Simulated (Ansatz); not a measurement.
This script drives the Python package of Ansatz (0.2.0).

`disp.py`:
```python
"""Dispersion corrections for C2H7SSb."""

from dataclasses import dataclass

import ansatz as az
from ase import Atoms


@dataclass
class RunConfig:
    basis_set: str = "def2-SVP"


cfg = RunConfig()


def main() -> None:
    atoms = Atoms(["C", "C", "S", "Sb", "H", "H", "H", "H", "H", "H", "H"], positions=[
        [-0.7513, 0.8765, -0.1636],
        [-0.2626, -0.3814, 0.4038],
        [0.3567, -0.0884, 2.0656],
        [1.3998, -1.1608, -0.8551],
        [0.009, 1.6746, -0.2566],
        [-1.6171, 1.3286, 0.4656],
        [-1.1802, 0.7428, -1.1882],
        [-1.0398, -1.1093, 0.4501],
        [0.6492, -1.4408, 2.3356],
        [2.1178, 0.3994, -0.9377],
        [0.384, -0.8981, -2.299],
    ])
    geometry = az.Crystal.molecule_from_ase(atoms)

    model = geometry.calculation().basis(gaussian=cfg.basis_set)
    for name in ["r2scan", "blyp"]:
        for correction in ("d3bj", "d4"):
            rep = model.functional(name, dispersion=correction).run(threads=1, pin="off").report
            print(f"{name:8s} {correction:5s} total {rep['free_energy_ev']:.5f} eV, of which dispersion {1000 * rep['dispersion']['energy']['ev']:.2f} meV")


if __name__ == "__main__":
    main()
```

It is started by `python disp.py`. How long does it take on 1 thread of Arm Neoverse V2, on a shared host, and how much memory does it need?

It took about 20 s, with a peak of 0.24 GiB, for 4 runs of the engine.

`python disp.py` gives:
```text
DeckWarning: the engine holds no damping parameters fitted to this dispersion correction and functional, so the run takes those fitted to r2scan beside the three-body term, which d3bj leaves out (hamiltonian.dispersion, under Limitations)
r2scan   d3bj  total -19555.73289 eV, of which dispersion -84.51 meV
r2scan   d4    total -19555.71790 eV, of which dispersion -69.51 meV
blyp     d3bj  total -19552.68587 eV, of which dispersion -677.22 meV
blyp     d4    total -19552.66076 eV, of which dispersion -652.10 meV
```
(Warnings from the package without file and line.)

Caveats:
- Total energies depend on the basis set; only differences at equal settings carry meaning.
- The geometry is a force-field or estimated start, not a minimum of this method, and the basis set is short of its limit. D4 holds the three-body term, and d3bj doesn't.
- def2 sets replace the cores of elements past krypton by effective core potentials.
- A dispersion term here runs with damping parameters fitted for another variant or functional.
